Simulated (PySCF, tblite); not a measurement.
# C6H5FGeO2: geometry, infrared bands and NMR shifts

Wanted: the infrared bands and NMR shifts of C6H5FGeO2 (`F[C]1=C(c2ccco2)[O][GeH2]1`), by calculation.

Programs: tblite 0.8.0 and PySCF 2.14.0, with density-fitted response routines of our own. Each step states its level of theory. These are calculated values for one molecule in the gas phase, unless marked as measured. Atoms are numbered from 0 throughout.

**1. The starting structure**

15 atoms, charge 0, multiplicity 1; geometry from: force field or distance geometry start.

Bonds of the start (Å): F0–C1 1.35, C1–C2 1.38, C2–C3 1.47, C3–C4 1.39, C4–C5 1.38, C5–C6 1.38, C6–O7 1.32, C2–O8 1.44, O8–Ge9 1.73, Ge9–C1 1.82, O7–C3 1.30, C4–H10 1.07, C5–H11 1.08, C6–H12 1.08, Ge9–H13 1.56, Ge9–H14 1.54.

**2. Optimising the geometry with GFN2-xTB**

Job settings and geometry (Å):

```
{"job": {"kind": "relax", "xc": "GFN2-xTB", "basis": "xTB"}, "charge": 0, "multiplicity": 1}
F      1.431900    -0.982000    -2.156300
C      1.648100    -0.380100    -0.969700
C      0.840100     0.036000     0.073000
C     -0.624300    -0.009100     0.204200
C     -1.340600     0.441400     1.304700
C     -2.666200     0.186200     0.998000
C     -2.665500    -0.408700    -0.247600
O     -1.428700    -0.514800    -0.683800
O      1.856200     0.552100     0.961100
Ge     3.156900     0.150300    -0.110700
H     -0.952700     0.905800     2.192000
H     -3.524600     0.406600     1.619800
H     -3.547100    -0.745200    -0.773400
H      3.804700     1.399600    -0.776300
H      4.007400    -1.030100     0.400800
```

On the command line:

```
$ OMP_NUM_THREADS=1 python probes_run.py task.json out
```

The driver reads the jobs from task.json and runs them one after another.

**Question.** This job is followed by: GFN2-xTB harmonic vibrations, gas phase; GIAO PBE0/pcSseg-1 NMR shielding, non-relativistic, gas phase. What will the session give for the following? strongest single infrared mode (GFN2-xTB); zero-point energy (GFN2-xTB); ¹³C shifts against TMS (PBE0/pcSseg-1); ¹H shifts against TMS (PBE0/pcSseg-1, means over atoms taken as alike); ¹⁹F shifts against CFCl3 (PBE0/pcSseg-1); ¹⁷O shifts against H2O (PBE0/pcSseg-1); ⁷³Ge shifts against GeMe4 (PBE0/pcSseg-1).

The runs gave:

| quantity | value |
| --- | --- |
| strongest single infrared mode (GFN2-xTB) | 1953 cm⁻¹, 503 km/mol |
| zero-point energy (GFN2-xTB) | 55.9 kcal/mol |
| ¹³C shifts against TMS (PBE0/pcSseg-1) | 157.6, 152.1, 149.6, 146.5, 119.5, 118.0 ppm |
| ¹H shifts against TMS (PBE0/pcSseg-1, means over atoms taken as alike) | 7.66, 7.06, 6.77, 6.32 ppm |
| ¹⁹F shifts against CFCl3 (PBE0/pcSseg-1) | -151.1 ppm |
| ¹⁷O shifts against H2O (PBE0/pcSseg-1) | 297.0, 53.1 ppm |
| ⁷³Ge shifts against GeMe4 (PBE0/pcSseg-1) | 37 ppm |

Relaxing lowered the energy by 0.906 eV in 42 steps; the close pair that moved most is O8–Ge9, from 1.733 to 1.879 Å. All 39 modes are real, so the xTB geometry is a minimum. The strongest single mode, at 1953 cm⁻¹, moves mainly H13 and H14. GFN2-xTB is a fitted tight-binding method: band positions and strengths are rough. Its intensities can rank the bands wrongly. At PBE0/pcSseg-1: Shielding is most anisotropic at O7 (span 373 ppm, paramagnetic term -357 ppm). NICS(1)zz of -26 ppm above the planar ring from C3 marks a diatropic (aromatic) ring current. Spin-orbit coupling is left out, which matters for shieldings and couplings at and beside the heavy atoms.
